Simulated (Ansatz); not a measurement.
# AlBH₄OSiTe: one species, many methods

One table from this session's results is given with a row withheld; the runs are named, their logs left out.

The runs use Ansatz 0.2.0, Gaussian basis; functionals in def2-TZVPP, the program's frozen cores in correlated methods.

The runs, in order: LDA (SPW92), PBE-D4, revPBE-D4, BLYP-D4, r2SCAN-D4, B97M-V, PBE0-D4, B3LYP-D4, r2SCANh-D4, r2SCAN0-D4, HSE06-D4, BHLYP-D4, CAM-B3LYP-D4, LC-ωPBE, ωB97X-V, ωB97M-V, B2PLYP, PBE-QIDH; CCSD(T)/def2-SVP; CCSD(T)/def2-TZVPP; MP2/def2-QZVPP; extrapolation to the limit; RPA on PBE.

### Structure used throughout

The geometry comes from an earlier relaxation with PBE0-D4 in a triple-zeta def2 set; it is a stationary point, not always the lowest conformer. Te takes the def2 core potential; no spin-orbit term is included.

SMILES `O[B]1[SiH2][Al]1[TeH]`, 9 atoms, charge 0, spin multiplicity 1.

Atoms are counted from 1 here; the program's logs count them from 0.

Bond lengths: O1–B2 1.345 Å, O1–H6 0.960 Å, B2–Si3 1.950 Å, B2–Al4 2.101 Å, Si3–Al4 2.371 Å, Si3–H7 1.568 Å, Si3–H8 1.499 Å, Al4–Te5 2.550 Å, Te5–H9 1.659 Å. Angles: B2–O1–H6 114.4°, O1–B2–Si3 138.0°, O1–B2–Al4 145.6°, Si3–B2–Al4 71.5°, B2–Si3–Al4 57.2°, B2–Si3–H7 90.8°, B2–Si3–H8 143.8°, Al4–Si3–H7 53.1°, Al4–Si3–H8 154.4°, H7–Si3–H8 104.2°, B2–Al4–Si3 51.3°, B2–Al4–Te5 165.1°, Si3–Al4–Te5 141.1°, Al4–Te5–H9 88.5°.

Set-up of the first run:

in.yaml

```yaml
crystal:
  periodic: [false, false, false]
  atoms:
    - {symbol: O, position_ang: [2.366978, 0.719984, -0.693410]}
    - {symbol: B, position_ang: [1.237796, 0.090134, -0.322245]}
    - {symbol: Si, position_ang: [0.420735, -1.667386, -0.540778]}
    - {symbol: Al, position_ang: [-0.833574, 0.277280, -0.024118]}
    - {symbol: Te, position_ang: [-3.157478, 0.996092, 0.739930]}
    - {symbol: H, position_ang: [2.331609, 1.676069, -0.615411]}
    - {symbol: H, position_ang: [-0.474271, -1.432404, 0.724541]}
    - {symbol: H, position_ang: [0.697134, -3.140631, -0.528075]}
    - {symbol: H, position_ang: [-2.500528, 2.434563, 1.242465]}
basis:
  gaussian: {orbitals: def2-TZVPP}
hamiltonian: {xc: lda}
output: {orbitals: {seedname: orbitals}}
```

Among the steps run: LDA; PBE-D4 (GGA); revPBE-D4 (GGA); BLYP-D4 (GGA); r2SCAN-D4 (meta-GGA); B97M-V (meta-GGA); PBE0-D4 (hybrid); B3LYP-D4 (hybrid); r2SCANh-D4 (hybrid); r2SCAN0-D4 (hybrid); HSE06-D4 (hybrid); BHLYP-D4 (hybrid); CAM-B3LYP-D4 (range-separated); LC-ωPBE (range-separated); ωB97X-V (range-separated); ωB97M-V (range-separated); B2PLYP (double hybrid); PBE-QIDH (double hybrid).

One of the session's tables, all rows but one given; the rest of the session is left out.

It belongs to the step «Orbital energies across the functionals». 

| functional | HOMO (eV) | LUMO (eV) | gap (eV) |
| --- | --- | --- | --- |
| LDA (SPW92) | -5.51 | -2.20 | 3.31 |
| PBE-D4 | -5.36 | -2.01 | 3.35 |
| revPBE-D4 | -5.31 | -1.94 | 3.37 |
| BLYP-D4 | -5.15 | -1.87 | 3.28 |
| r2SCAN-D4 | -5.55 | -1.86 | 3.70 |
| B97M-V | -5.54 | -1.83 | 3.71 |
| PBE0-D4 | -6.24 | -1.32 | 4.92 |
| B3LYP-D4 | -6.01 | -1.48 | 4.54 |
| r2SCANh-D4 | ? | ? | ? |
| r2SCAN0-D4 | -6.37 | -1.24 | 5.13 |
| HSE06-D4 | -5.86 | -1.68 | 4.18 |
| BHLYP-D4 | -6.92 | -0.51 | 6.41 |
| CAM-B3LYP-D4 | -7.30 | -0.36 | 6.93 |
| LC-ωPBE | -8.52 | 0.58 | 9.10 |
| ωB97X-V | -8.23 | 0.53 | 8.76 |
| ωB97M-V | -8.07 | 0.30 | 8.37 |

Estimate the missing values for r2SCANh-D4.

Worked estimate for «HOMO (eV)». Against the share of exact exchange, r2SCAN-D4 (0, -5.55), r2SCAN0-D4 (0.25, -6.37) give a slope of -3.28 per unit share; at 0.1 the line stands at -5.88.

The run gave: HOMO (eV): -5.88; LUMO (eV): -1.61; gap (eV): 4.27. In «HOMO (eV)» the line misses by 0.00.
